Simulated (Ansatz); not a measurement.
This script makes a convergence test of the plane-wave cutoff of SnSe2, space group P-3m1 with Ansatz 0.2.0 through its Python package.

`ecut.py`:
```python
# -*- coding: utf-8 -*-
import ansatz as az
import pandas as pd

lattice = az.Lattice.of(
    (3.811, 0.0, 0.0),
    (-1.9055, 3.30042, 0.0),
    (0.0, 0.0, 6.136),
)
sites = [
    ('Sn', (0.0, 0.0, 0.0)),
    ('Se', (1 / 3, 2 / 3, 0.249)),
    ('Se', (2 / 3, 1 / 3, 0.751)),
]
xtal = az.Crystal(lattice=lattice)
for symbol, position in sites:
    xtal = xtal.atom(symbol, position)

setup = (
    xtal.calculation()
    .kpoints(6, 6, 4)
    .functional('pbe')
    .occupations('Fixed')
)

rows = []
for value in [300, 375, 450, 525]:
    data = setup.basis(value).run(threads=1).report
    rows.append((value, data['free_energy_ev'] / len(data['lattice']['sites']), data['n_iterations'], data['n_pw']))

table = pd.DataFrame(rows, columns=['cutoff (eV)', 'F/atom (eV)', 'iterations', 'plane waves'])
print(table.round(5).to_string(index=False))

for row in rows[:-1]:
    shift = 1000 * (row[1] - rows[-1][1])
    print(f'{row[0]}: {shift:+.2f} meV/atom' + ('  (within 1 meV)' if abs(shift) < 1 else ''))
```

How fast does the energy converge with the cutoff (threshold 1 meV an atom)?

From 450 eV on it stays within 1 meV an atom of the value at 525 eV; the first row (300 eV) is off by 34.8 meV and the last but one by 0.45 meV. The energy falls steadily, as expected when plane waves are added.

The output:

```console
$ python ecut.py
DeckWarning: basis.ecutwfc = 300 eV is below the records' recommended 420 eV, and the density's cutoff is lower with it unless basis.ecutrho_ratio is high enough to keep the records' density cutoff: compare with a run at a higher cutoff
DeckWarning: basis.ecutwfc = 375 eV is below the records' recommended 420 eV, and the density's cutoff is lower with it unless basis.ecutrho_ratio is high enough to keep the records' density cutoff: compare with a run at a higher cutoff
 cutoff (eV)  F/atom (eV)  iterations  plane waves
         300  -5654.38753           6          941
         375  -5654.42003           6         1243
         450  -5654.42183           6         1701
         525  -5654.42228           6         2093
300: +34.75 meV/atom
375: +2.25 meV/atom
450: +0.45 meV/atom  (within 1 meV)
```
(Warnings from the package without file and line.)

What to keep in mind:
- The starting cell is as deposited in a crystallographic database; the results hold for this polymorph, which needn't be the stable one.
- Shifts are counted from the last row, which is itself no proven limit.
- Timing: 7.7 s on 1 thread of Intel(R) Xeon(R) Processor @ 2.30GHz, with other jobs on the host, peak memory 0.6 GiB.
